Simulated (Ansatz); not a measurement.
# The Sr-Cd system: small convex hull in Python

Aim: a small convex hull, for the Sr-Cd system, run from a script.

Program: Ansatz 0.2.0, driven from Python. Level of theory: DFT LDA, plane waves, PAW. These are calculated values, not measurements.

**1. Starting point**

SrCd3 Fm-3m: The structure is cubic, space group Fm-3m (No. 225). The conventional cell has a = 7.438 Å, b = 7.438 Å, c = 7.438 Å, α = 90.00°, β = 90.00°, γ = 90.00°. Around Sr (site symmetry m-3m) lie 8 Cd at 3.22 Å. Cd (site symmetry -43m) has 4 Sr at 3.22 Å and 4 Cd at 3.22 Å as nearest neighbours. Cd (site symmetry m-3m) has 8 Cd at 3.22 Å as nearest neighbours.

SrCd Pm-3m: The structure is cubic, space group Pm-3m (No. 221). Conventional cell: a = 4.003 Å, b = 4.003 Å, c = 4.003 Å, α = 90.00°, β = 90.00°, γ = 90.00°. Sr (site symmetry m-3m) has 8 Cd at 3.47 Å as nearest neighbours. Around Cd (site symmetry m-3m) lie 8 Sr at 3.47 Å.

Sr Fm-3m: It takes space group Fm-3m (No. 225, cubic). Conventional cell: a = 6.085 Å, b = 6.085 Å, c = 6.085 Å, α = 90.00°, β = 90.00°, γ = 90.00°. Around Sr (site symmetry m-3m) lie 12 Sr at 4.30 Å.

Cd P6_3/mmc: It takes space group P6_3/mmc (No. 194, hexagonal). The conventional cell has a = 2.979 Å, b = 2.979 Å, c = 5.618 Å, α = 90.00°, β = 90.00°, γ = 120.00°. Cd (site symmetry -6m2) is surrounded by 12 Cd at 2.98 to 3.29 Å.

No structure file is read: the coordinates are typed or built in the script.

**2. Script**

srcd3.py

```python
'''Stability of Sr-Cd compounds against each other, after relaxing atoms and volume at fixed cell shape.'''

from collections import Counter
import csv
import warnings

import ansatz
from ase import Atoms
import numpy as np
from scipy.spatial import ConvexHull


def run_phase(name, crystal):
    calc = (
        crystal.calculation()
        .basis(41 * ansatz.Ry)
        .functional('lda')
        .kpoints(spacing=0.16)
        .occupations('fermi_dirac', width=0.1)
    )
    calc = calc.relax(force_tolerance=0.01, max_steps=60, fix_cell=['shape'])
    return calc.run(threads=1, backend='cpu')


def counts(outcome):
    return Counter(site.symbol for site in outcome.lattice.sites)

def formation_energy(outcome, mu):
    n = counts(outcome)
    return (outcome.report['energy_sigma0_ev'] - sum(k * mu[element] for element, k in n.items())) / sum(n.values())

warnings.simplefilter('ignore', ansatz.DeckWarning)

phases = {}
srcd3_fm_3m = (
    ansatz.Lattice.fcc(7.437523)
    .space_group(225)
    .atom('Sr', (0.0, 0.0, 0.0))
    .atom('Cd', (0.25, 0.75, 0.75))
    .atom('Cd', (0.5, 0.0, 0.0))
    .primitive()
)
phases['SrCd3 Fm-3m'] = srcd3_fm_3m
srcd_pm_3m = (
    ansatz.Lattice.of((4.003, 0.0, 0.0), (0.0, 4.003, 0.0), (0.0, 0.0, 4.003))
    .atom('Sr', (0.5, 0.5, 0.5))
    .atom('Cd', (0.0, 0.0, 0.0))
)
phases['SrCd Pm-3m'] = srcd_pm_3m
sr = (
    ansatz.Lattice.from_parameters(4.302533, 4.302533, 4.302533, alpha=60.0, beta=60.0, gamma=60.0)
    .atom('Sr', (0.0, 0.0, 0.0))
)
phases['Sr'] = sr
atoms = Atoms(
    ['Cd', 'Cd'],
    scaled_positions=[
        (1 / 3, 2 / 3, 0.25),
        (2 / 3, 1 / 3, 0.75),
    ],
    cell=[
        (2.97887, 0.0, 0.0),
        (-1.489435, 2.579777, 0.0),
        (0.0, 0.0, 5.61765),
    ],
    pbc=True,
)
cd = ansatz.Crystal.from_ase(atoms)
phases['Cd'] = cd

done = {name: run_phase(name, crystal) for name, crystal in phases.items()}

# chemical potentials of the elements at zero temperature
references = {'Sr': 'Sr', 'Cd': 'Cd'}
mu = {element: done[name].report['energy_sigma0_ev'] / len(done[name].lattice.sites) for element, name in references.items()}
points = sorted((counts(o)['Cd'] / len(o.lattice.sites), formation_energy(o, mu), name) for name, o in done.items())

xy = np.array([(x, e) for x, e, _ in points] + [(0.5, 10.0)])
hull = sorted(tuple(xy[i]) for i in ConvexHull(xy).vertices if xy[i, 1] < 5)
rows = [(name, x, e, e - np.interp(x, *zip(*hull))) for x, e, name in points]
with open('hull.csv', 'w', newline='') as handle:
    writer = csv.writer(handle)
    writer.writerow(['phase', 'x(Cd)', 'E_form (eV/atom)', 'above hull (eV/atom)'])
    writer.writerows([round(v, 4) if isinstance(v, float) else v for v in row] for row in rows)
print(open('hull.csv').read())
print('on the hull of these phases:', ', '.join(row[0] for row in rows if row[3] < 1e-6))
```

**3. The input behind the calls**

The engine receives this input (first run):

```yaml
crystal:
  lattice:
    bravais: fcc
    a: 7.437523
  space_group: 225
  atoms:
    - { symbol: Sr, position: [0.0, 0.0, 0.0] }
    - { symbol: Cd, position: [0.25, 0.75, 0.75] }
    - { symbol: Cd, position: [0.5, 0.0, 0.0] }
  reduce_to_primitive: true
basis:
  ecutwfc: 557.833418042754
kpoints:
  mp_grid:
    kspacing: 0.16
hamiltonian:
  xc: lda
scf:
  occupations:
    method: fermi_dirac
    width: 0.1
relax:
  f_tol: 0.01
  max_steps: 60
  cell:
    fix: [shape]
```

**4. Launch**

Run with:

```
$ python srcd3.py
```

Output:

```text
phase,x(Cd),E_form (eV/atom),above hull (eV/atom)
Sr,0.0,0.0,0.0
SrCd Pm-3m,0.5,-0.3463,0.0
SrCd3 Fm-3m,0.75,-0.2592,0.0
Cd,1.0,0.0,0.0

on the hull of these phases: Sr, SrCd Pm-3m, SrCd3 Fm-3m, Cd
```

Run time: 1.9 min. Hardware: 1 thread of Arm Neoverse V1, shared host; peak memory 0.62 GiB.

**5. What each run gave**

One row for each of the 4 runs:

```
run           system  space group at the end  energy (eV/atom)  from the elements (meV/atom)  final volume (Å³/atom)  pressure (GPa)  SCF cycles in all  CPU time (s)
  1  SrCd3 (4 atoms)                   Fm-3m        -6949.7541                        -259.2                   23.38            0.05                 26            48
  2   SrCd (2 atoms)                   Pm-3m        -5781.4479                        -346.3                   29.78            0.00                 29            20
  3      Sr (1 atom)                   Fm-3m        -3444.3148                           0.0                   48.89           -0.03                 22            13
  4     Cd (2 atoms)                P6_3/mmc        -8117.8883                           0.0                   20.05            0.00                 26            29
```

Energies are extrapolated to zero smearing width, as in the script. Totals carry meaning only in balanced differences at one level of theory.

**6. How the relaxation of run 1 went**

Step by step:

| step | energy from step 1 (eV/cell) | largest force component (eV/Å) | pressure (GPa) | volume (Å³) |
| --- | --- | --- | --- | --- |
| 1 | 0.0000 | 0.0000 | -3.60 | 102.85 |
| 2 | -0.1156 | 0.0000 | -0.18 | 93.94 |
| 3 | -0.1159 | 0.0000 | 0.04 | 93.50 |
| 4 | -0.1151 | 0.0000 | 0.05 | 93.50 |

Step 1 is the start. Step 4 repeats the geometry before it on a plane-wave basis chosen anew for that cell, so its energy need not be comparable with the rows above.

Lengths and angles in the start's conventional setting:

|  | before | after | change |
| --- | --- | --- | --- |
| a (Å) | 7.438 | 7.205 | -3.1 % |
| b (Å) | 7.438 | 7.205 | -3.1 % |
| c (Å) | 7.438 | 7.205 | -3.1 % |
| volume (Å³/atom) | 25.71 | 23.38 | -9.1 % |
| shortest distance (Å) | 3.221 | 3.120 | -3.1 % |
| space group (0.01 Å) | Fm-3m | Fm-3m | same |

The run keeps the 48 symmetry operations of the start, so it could not have lowered the symmetry.

**7. Path of the relaxation of run 2**

The steps of the relaxation:

| step | energy from step 1 (eV/cell) | largest force component (eV/Å) | pressure (GPa) | volume (Å³) |
| --- | --- | --- | --- | --- |
| 1 | 0.0000 | 0.0000 | -2.04 | 64.14 |
| 2 | -0.0281 | 0.0000 | -0.71 | 60.96 |
| 3 | -0.0313 | 0.0000 | 0.10 | 59.37 |
| 4 | -0.0313 | 0.0000 | 0.00 | 59.56 |
| 5 | -0.0311 | 0.0000 | 0.00 | 59.56 |

Step 1 is the start. Step 5 repeats the geometry before it on a plane-wave basis chosen anew for that cell, so its energy need not be comparable with the rows above.

|  | before | after | change |
| --- | --- | --- | --- |
| a (Å) | 4.003 | 3.905 | -2.4 % |
| b (Å) | 4.003 | 3.905 | -2.4 % |
| c (Å) | 4.003 | 3.905 | -2.4 % |
| volume (Å³/atom) | 32.07 | 29.78 | -7.2 % |
| shortest distance (Å) | 3.467 | 3.382 | -2.4 % |
| space group (0.01 Å) | Pm-3m | Pm-3m | same |

Forces and stress were held to the start's 48 operations: a distortion of lower symmetry was not tested.

**8. Results**

```
                                 quantity                            value
              on the hull of these phases  Sr, SrCd Pm-3m, SrCd3 Fm-3m, Cd
                            runs compared                                4
energy of SrCd3 (run 1) from the elements                    -259 meV/atom
 energy of SrCd (run 2) from the elements                    -346 meV/atom
```

What this shows: Among these few phases the hull runs through Sr, SrCd Pm-3m, SrCd3 Fm-3m, Cd; other phases, not tried, may lie lower. SrCd lies 346 meV/atom below its elements, the most of the cells tried. In run 1, over 2 moves the cell shrank by 9.1 % in volume, and the space group stayed Fm-3m. In run 2, over 3 moves the cell shrank by 7.2 % in volume, and the space group stayed Pm-3m. Reading the output:
- Atoms and volume are relaxed with the cell's shape held, which in cells of lower than cubic symmetry can hide stresses and shift volumes.
- Differences under 10 to 15 meV an atom lie within the error of mesh and functional, so such verdicts may flip; only the cells listed enter the hull. Whether this is the phase that is stable at ambient conditions was not tested.
